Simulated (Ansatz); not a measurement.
# NiO: the cost of one run

Program: Ansatz 0.2.0. Level of theory: DFT PBEsol, scalar-relativistic, plane waves, PAW. These are calculated values, not measurements.

2 further runs of the same task are left out: 2 set aside as unsound or not needed.

### Step 1. The starting structure

It takes space group Fm-3m (No. 225, cubic). The conventional cell has a = 4.116 Å, b = 4.116 Å, c = 4.116 Å, α = 90.00°, β = 90.00°, γ = 90.00°. Around Ni (site symmetry m-3m) lie 6 O at 2.06 Å. O (site symmetry m-3m) has 6 Ni at 2.06 Å in its first shell of neighbours.

Structure file:

```
CELL_PARAMETERS angstrom
0.00000 2.05806 2.05806
2.05806 0.00000 2.05806
2.05806 2.05806 0.00000
ATOMIC_POSITIONS crystal
Ni 0.00000 0.00000 0.00000
O 0.50000 0.50000 0.50000
```

It is the result of an earlier relaxation at this level (volume 8.72 Å³/atom; gap on the mesh: none (metal), site moments up to 1.0 μB).

### Step 2. The bulk in the cell of the plane

Input file input.yaml:

```yaml
crystal:
  lattice:
    - [2.9105323161, 0.0, 0.0]
    - [0.0, 2.9105323161, 0.0]
    - [1.4552661581, 1.4552661581, 2.0580571376]
  atoms:
    - { symbol: Ni, position: [0.0, 0.0, 0.0], spin: 1.14 }
    - { symbol: O, position: [0.5, 0.5, 0.0], spin: 0.2 }
basis:
  ecutwfc: 420
kpoints:
  mp_grid: { grid: [12, 12, 17] }
hamiltonian:
  xc: pbesol
scf:
  occupations: { method: gaussian, width: 0.1 }
output:
  forces: true
  stress: true
  eigenvalues: true
  populations: true
magnetization:
  spin_polarized: true
```

Command:

```sh
ansatz run input.yaml --threads 2 --pin off --max-ram 5120MiB --backend cpu --events-out ev --progress --plain --runs-dir out
```

Q: Estimate wall time and peak memory on 2 threads of Intel Xeon Platinum 8488C (Sapphire Rapids), shared host.

About 23 s, with a peak of 0.67 GiB.
